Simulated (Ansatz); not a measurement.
# HfH (quartet): from Hartree-Fock to the top rungs, def2-QZVPP

An exercise on one series of results from a longer session: the logs are not shown, and one member is left open.

Program: Ansatz 0.2.0, Gaussian basis. Level of theory: def2-QZVPP, core rule «outside noble gas», up to 4 orbitals frozen. These are calculated values, not measurements.

To be run: UHF; ROHF; CCSD(T) on UHF.

2 further runs of the same task are left out: 2 set aside as unsound or not needed.

### What is computed

The geometry is a PBE0/def2-TZVP stationary point (not a proven minimum) of the parent state, kept for this charge and spin. No spin-orbit coupling is included. Elements past krypton take def2 core potentials.

2 atoms, charge 0, spin multiplicity 4.

Atoms are counted from 1 here; the program's logs count them from 0.

Bond lengths: Hf1–H2 1.832 Å.

The first run:

in.yaml reads:

```yaml
crystal:
  periodic: [false, false, false]
  atoms:
    - {symbol: Hf, position_ang: [0.000000, 0.000000, 0.000000]}
    - {symbol: H, position_ang: [0.000000, 0.000000, 1.831618]}
basis:
  gaussian: {orbitals: "def2-QZVPP.json"}
magnetization: {spin_polarized: true, initial_magnetization: 3}
hamiltonian: {xc: hf}
output: {orbitals: {seedname: orbitals}}
```

The run is started by

```bash
$ ansatz run in.yaml --threads 1 --pin off --events-out ev --progress --plain --max-ram 4096MiB --backend cpu
```

Among the steps run: UHF; ROHF; CCSD(T) on UHF.

One table of the session follows, with a row left open; its other results are not shown here.

It belongs to the step «Misses and costs». 

```
  method  from UCCSD(T) (kJ/mol)
    ROHF                  +193.9
     UHF                       ?
    UMP2                   +40.4
   UCCSD                    +5.1
UCCSD(T)                       0
```

Estimate the missing values for UHF.

**Answer.** from UCCSD(T) (kJ/mol): +182.6. In the column «from UCCSD(T) (kJ/mol)» it lies between UMP2 (+40.4) and ROHF (+193.9).
